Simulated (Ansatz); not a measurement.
# H3S3Tl (Tl(SH)3): the cost of one run

The runs use Ansatz 0.2.0; DFT PBE, plane waves, PAW, molecule in a box with 9 Å of vacuum.

4 further runs of the same task are left out: 2 for a known fault of the program, 1 that didn't finish, 1 set aside as unsound or not needed.

### 1 Where the work starts

7 atoms, charge 0, spin multiplicity 1.

Bond lengths: Tl1–S2 2.498 Å, Tl1–S4 2.503 Å, Tl1–S6 2.490 Å, S2–H3 1.359 Å, S4–H5 1.358 Å, S6–H7 1.358 Å. Angles: S2–Tl1–S4 121.0°, S2–Tl1–S6 118.7°, S4–Tl1–S6 120.3°, Tl1–S2–H3 92.9°, Tl1–S4–H5 92.6°, Tl1–S6–H7 92.5°.

Geometry (Å):

```mol
H3S3Tl
  3D, bonds by distance, orders not assigned

  7  6  0  0  0  0  0  0  0  0999 V2000
    0.7083   -0.2032    0.1556 Tl  0  0
   -0.5806    0.3490    2.2225 S   0  0
   -1.7182    0.6075    1.5261 H   0  0
   -0.4299   -0.3715   -2.0674 S   0  0
   -1.6578   -0.1638   -1.5249 H   0  0
    3.1584   -0.6058    0.3456 S   0  0
    3.2839   -0.8387   -0.9862 H   0  0
  1  2  8  0
  1  4  8  0
  1  6  8  0
  2  3  8  0
  4  5  8  0
  6  7  8  0
M  END
```

Formal oxidation states: Tl +3. An earlier session relaxed this geometry at TPSS, Tl def2-SVP with ECP60, S def2-SVP, H def2-SVP (singlet, point group C1).

### 2 Scalar-relativistic

Contents of input.yaml:

```yaml
crystal:
  lattice:
    - [14.0, 0.0, 0.0]
    - [0.0, 10.45, 0.0]
    - [0.0, 0.0, 13.29]
  atoms:
    - { symbol: Tl, position: [0.49474786, 0.49143732, 0.50586757] }
    - { symbol: S, position: [0.402685, 0.54427943, 0.66138977] }
    - { symbol: H, position: [0.32142857, 0.5690201, 0.60898646] }
    - { symbol: S, position: [0.41344571, 0.4753378, 0.33860045] }
    - { symbol: H, position: [0.32573857, 0.49520957, 0.37942212] }
    - { symbol: S, position: [0.66975429, 0.4529177, 0.52016027] }
    - { symbol: H, position: [0.67871571, 0.43062201, 0.41994883] }
basis:
  ecutwfc: 420
  ecutrho_ratio: 4
kpoints:
  mp_grid: { grid: [1, 1, 1] }
hamiltonian:
  xc: pbe
scf:
  occupations: { method: gaussian, width: 0.01 }
output:
  forces: true
  eigenvalues: true
  populations: true
```

On the command line:

```
> ansatz run input.yaml --threads 2 --pin off --max-ram 5120MiB --backend cpu --events-out ev --progress --plain --runs-dir out
```

What time and memory should one allow on 2 threads of Arm Neoverse V1, shared host?

About 4.1 s, with a peak of 0.95 GiB.
